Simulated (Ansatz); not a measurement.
A run of Ansatz 0.2.0 is set up as follows.

Contents of input:

```
crystal:
  lattice:
    - [0.0, 2.43364, 2.43364]
    - [2.43364, 0.0, 2.43364]
    - [2.43364, 2.43364, 0.0]
  atoms:
    - { symbol: Si, position: [0.75, 0.75, 0.75] }
    - { symbol: O, position: [0.0, 0.0, 0.0] }
hamiltonian:
  xc:
    exchange: pbe
    correlation: pbe
    exx: { coeff: 0.25, omega: 0.15 }
  pseudopotentials: { kind: paw }
kpoints:
  mp_grid: { grid: [5, 5, 5] }
scf:
  occupations: { method: fermi_dirac, width: 0.05 }
output:
  forces: true
  stress: true
  eigenvalues: true
  write_density: true
  write_potential: true
  elf: true
  volumetric_format: npy
```

Predict the band gap on the k mesh.

0.38 eV, indirect (least direct gap 1.12 eV).

What does it give for the pressure?

-1.2 GPa.

Caveat: the k mesh is coarse (spacing up to 0.45 Å⁻¹), so the values aren't converged, least of all with exact exchange; odd divisions of the mesh miss points on the zone boundary, where band edges often lie, so the gap on the mesh can be too wide; the PAW data sets come from PBE, with cores solved anew for the run's functional, which leaves a small shift of forces and pressure; the thresholds are loose for stress. A k mesh can miss the band edges.
